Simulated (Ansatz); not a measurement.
# Cd2Si in Ansatz: convergence with ecutrho ratio

Input of the first run (ecutrho ratio 4); the others differ in this setting and in those tied to it:

input.yaml

```yaml
crystal:
  lattice:
    - [0.0, 2.3613173, 7.0944219]
    - [1.74072721, 0.0, 7.0944219]
    - [1.74072721, 2.3613173, 0.0]
  atoms:
    - { symbol: Cd, position: [0.338631, 0.338631, 0.661369] }
    - { symbol: Cd, position: [0.661369, 0.661369, 0.338631] }
    - { symbol: Si, position: [0.0, 0.0, 0.0] }
hamiltonian:
  xc: r2scan
  pseudopotentials: { kind: paw_fr }
magnetization:
  noncollinear: true
  spin_orbit: true
kpoints:
  mp_grid: { grid: [8, 8, 8] }
scf:
  occupations: { method: fermi_dirac, width: 0.1 }
output:
  forces: true
  stress: true
  eigenvalues: true
basis:
  ecutrho_ratio: 4
```

Potentials or basis: Ansatz PAW.

Command:

```console
$ ansatz run input.yaml --threads 2 --pin off --max-ram 5632MiB --backend cpu --events-out ev --progress --plain --runs-dir out
```

The cell was built by a generator and needn't be a form met in nature.

Hardware: 2 threads of Arm Neoverse N1 (shared host).

```csv
ecutrho ratio,"energy less the tightest run, at zero smearing (meV/atom)",SCF cycles,CPU time (s),peak memory (GiB)
4,0.00,9,240,0.93
5,0.00,9,240,0.96
6,0.00,9,240,1.1
8,0.00,9,240,1.2
10,0.00,9,250,1.5
12,0.00,9,260,1.7
```

Against the tightest run, the energy stays within 1 meV/atom from 4 on. The tightest run that finished is the yardstick and may itself not be fully converged.
